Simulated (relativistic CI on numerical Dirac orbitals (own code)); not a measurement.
**Au XXXII (Au³¹⁺): levels and lines**

The task is the spectrum of Au³¹⁺: levels, purity of their labels, lifetimes and lines; runs with one setting changed show what the result hangs on.

Method: Dirac-Coulomb-Breit CI, KLI orbitals optimised for each configuration, model QED (radiative potential, 1s self-energy scaled to tabulated hydrogen-like ionisation energies). Code: relativistic CI on numerical Dirac orbitals (own code) version 2.

## Step 1: The system

| Property | Result |
| --- | --- |
| ion | Au³¹⁺ (Au XXXII) |
| nuclear charge | 79 |
| electrons | 48 |
| isotope | A = 197 |
| first configuration typed | [Kr] 4d10 4f2 |

Outer shells as boxes (Hund's rule):

first configuration typed
```
[Kr] core
4d [↑↓][↑↓][↑↓][↑↓][↑↓]
4f [↑ ][↑ ][  ][  ][  ][  ][  ]
```

## Step 2: CI with the chosen configurations

Settings, as recorded:

```ini
atom Au  Z=79  charge=31  electrons=48
nucleus A=197  rms_radius_fm=5.4371
hamiltonian dirac-coulomb  breit=on  qed=on  c_scale=1
orbitals kli  potential=per-configuration
slater_scale 1
correlation none
mixing on
configurations
  [Kr] 4d10 4f2
  [Kr] 4d9 4f3
  [Kr] 4d10 4f 5s
  [Kr] 4d10 4f 5p
  [Kr] 4d10 5s2
  [Ar] 3d10 4s2 4p5 4d10 4f3
  [Kr] 4d10 5s 5p
  [Kr] 4d10 4f 5d
  [Kr] 4d10 5p2
  [Ar] 3d10 4s 4p6 4d10 4f3
  [Kr] 4d10 5s 5d
  [Kr] 4d9 4f2 5s
  [Kr] 4d9 4f 5s2
  [Kr] 4d10 4f 5f
  [Kr] 4d10 5p 5d
  [Kr] 4d9 4f2 5p
end
```

## Step 3: Slater integrals scaled by 0.9

Changes to the settings of step 2:

```diff
@@ -4,3 +4,3 @@
 orbitals kli  potential=per-configuration
-slater_scale 1
+slater_scale 0.9
 correlation none
```

## Step 4: Without QED terms

Changes to the settings of step 3:

```diff
@@ -2,5 +2,5 @@
 nucleus A=197  rms_radius_fm=5.4371
-hamiltonian dirac-coulomb  breit=on  qed=on  c_scale=1
+hamiltonian dirac-coulomb  breit=on  qed=off  c_scale=1
 orbitals kli  potential=per-configuration
-slater_scale 0.9
+slater_scale 1
 correlation none
```

## Step 5: Without configuration mixing

Changes to the settings of step 4:

```diff
@@ -2,3 +2,3 @@
 nucleus A=197  rms_radius_fm=5.4371
-hamiltonian dirac-coulomb  breit=on  qed=off  c_scale=1
+hamiltonian dirac-coulomb  breit=on  qed=on  c_scale=1
 orbitals kli  potential=per-configuration
@@ -6,3 +6,3 @@
 correlation none
-mixing on
+mixing off
 configurations
```

(Steps that only read results are left out.)

**Question.** What will these runs give? Wanted: lowest level; first excitation; lowest level of the other parity; fastest E1 line; ionisation energy.

**Answer**, as computed:

| run | time | mean size of shift, levels followed (cm⁻¹) | lowest level | ionisation energy (eV) |
| --- | --- | --- | --- | --- |
| main run | 2.7 s | 0 | 4f2 3H4 | 1138.5 |
| Slater integrals scaled by 0.9 | 2.7 s | 4370 | 4f2 3H4 | 1138.2 |
| without QED terms | 2 s | 191 | 4f2 3H4 | 1138.4 |
| without configuration mixing | 2.6 s | 1722 | 4f2 3H4 | - |

The tabulated theoretical ionisation energy (NIST) is 1150 eV.

| quantity | value |
| --- | --- |
| lowest level | 4f2 3H4 |
| first excitation | 4f2 3F2, 24054 cm⁻¹ |
| lowest level of the other parity | 4f 5s 3F°2, 197.51 eV |
| levels in the model | 1671 |
| fastest E1 line (by rate) to the lowest level among the lowest 200 of 1671 levels | 5.101 nm, from 4d9 4f3 3I°5 + 5K° (iii) |
| ionisation energy | 1138.5 eV |
| ionisation energy, tabulated theoretical (NIST) | 1150 eV |

In words: 4f2 3H4 comes out lowest; its LS label holds 86 % and its jj label 98 %; over the low levels the means are 80 and 89 %, so jj coupling describes them better. The ionisation energy agrees with the tabulated theoretical value within its uncertainty of 60 eV. Of the changes tried, the run «Slater integrals scaled by 0.9» moves the low levels most, by 4370 cm⁻¹ on average. Lifetimes count radiative decay inside the model alone.
